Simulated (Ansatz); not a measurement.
# LuSiN2: the cost of one run

Method: DFT PBE, scalar-relativistic, plane waves, PAW, in Ansatz 0.2.0.

**1. The system as given**

Symmetry: P-3m1, No. 164, trigonal system. Conventional cell: a = 3.445 Å, b = 3.445 Å, c = 4.778 Å, α = 90.00°, β = 90.00°, γ = 120.00°. Around Lu (site symmetry -3m) lie 6 N at 2.30 Å and 2 Si at 2.39 Å. Around Si (site symmetry -3m) lie 6 N at 2.34 Å and 2 Lu at 2.39 Å. Around N (site symmetry 3m) lie 3 Lu at 2.30 Å and 3 Si at 2.34 Å.

As a file:

```
Lu Si N
1.0
     3.44502    0.00000    0.00000
    -1.72251    2.98347    0.00000
     0.00000    0.00000    4.77792
Lu Si N
1 1 2
Direct
  0.00000 0.00000 0.50000
  0.00000 0.00000 0.00000
  0.66667 0.33333 0.25975
  0.33333 0.66667 0.74025
```

A structure generator made this guess: species swapped into a database cell of CoNiAs2 (P-3m1, No. 164), with Lu on the Co sites, Si on the Ni sites and N on the As sites. Lengths come from tabulated atomic sizes and are only a guess.

**2. Probe: one point on a coarse mesh**

input.yaml reads:

```yaml
crystal:
  lattice:
    - [3.44501622, 0.0, 0.0]
    - [-1.72250811, 2.98347156, 0.0]
    - [0.0, 0.0, 4.77792417]
  atoms:
    - { symbol: Lu, position: [0.0, 0.0, 0.5] }
    - { symbol: Si, position: [0.0, 0.0, 0.0] }
    - { symbol: "N", position: [0.66666667, 0.33333333, 0.25974599] }
    - { symbol: "N", position: [0.33333333, 0.66666667, 0.74025401] }
basis:
  ecutwfc: 420
kpoints:
  mp_grid: { grid: [6, 6, 4] }
hamiltonian:
  xc: pbe
scf:
  occupations: { method: gaussian, width: 0.1 }
  lower_state_search: "off"
output:
  forces: true
  stress: true
  eigenvalues: true
```

The run is started by

```console
ansatz run input.yaml --threads 1 --pin off --max-ram 2560MiB --backend cpu --events-out ev --progress --plain --runs-dir out
```

**Question.** How long does this run take on 1 thread of Intel Xeon 6975P-C (Granite Rapids), shared host, and how much memory does it need?

About 1.3 s, with a peak of 0.39 GiB.
